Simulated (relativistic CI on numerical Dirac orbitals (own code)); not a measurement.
# Ge²⁴⁺: how the levels respond to the fine-structure constant and the nuclear radius

Aim: the factor q = dE/dx of each excitation energy, x = (α/α0)² − 1, by finite differences, and the field-shift factor by the mean square nuclear radius, for the lowest 30 levels.

Method: Dirac-Coulomb-Breit CI, KLI orbitals optimised for each configuration, derivatives by finite differences. Code: relativistic CI on numerical Dirac orbitals (own code) version 2.

## 1. The atom as given

| Item | Value |
| --- | --- |
| ion | Ge²⁴⁺ (Ge XXV) |
| nuclear charge | 32 |
| electrons | 8 |
| isotope | A = 74 |
| first configuration | [He] 2s2 2p4 |

Outer shells as boxes (Hund's rule):

[He] 2s2 2p4
```
[He] core
2s [↑↓]
2p [↑↓][↑ ][↑ ]
```

## 2. The run

Input settings:

```ini
atom Ge  Z=32  charge=24  electrons=8
nucleus A=74  rms_radius_fm=4.0742
hamiltonian dirac-coulomb  breit=on  qed=off  c_scale=1
orbitals kli  potential=per-configuration
slater_scale 1
correlation none
mixing on
configurations
  [He] 2s2 2p4
  [He] 2s 2p5
  [He] 2p6
  [He] 2p5 3s
  [He] 2p5 3p
  [He] 2p5 3d
  [He] 2s2 2p3 3s
  [He] 2s2 2p3 3p
end
derivatives alpha2 +-0.01 radius +-1%
```

Q: Predict the outcome of this session. Wanted: lowest level; largest q in size, lowest 30 levels; largest K in size within the lowest configuration; largest field-shift factor among them.

**Answer**, as computed:

| quantity | value |
| --- | --- |
| lowest level | 2p4 3P2 |
| largest q in size, lowest 30 levels | 652300 cm⁻¹ (2p6 1S0) |
| largest K in size within the lowest configuration | 2.25 (2p4 3P1) |
| largest field-shift factor among them | -479 GHz/fm² (2p6 1S0) |

**Reading.** Among these levels the largest q belongs to 2p6 1S0, a change of configuration. The fine-structure partner 3P1 has K = 2.25, close to the 2 of an interval that scales as α². K = 2q/E, the relative sensitivity of a level, hangs on the computed energy: between configurations that lie close it can be off by a factor of several.
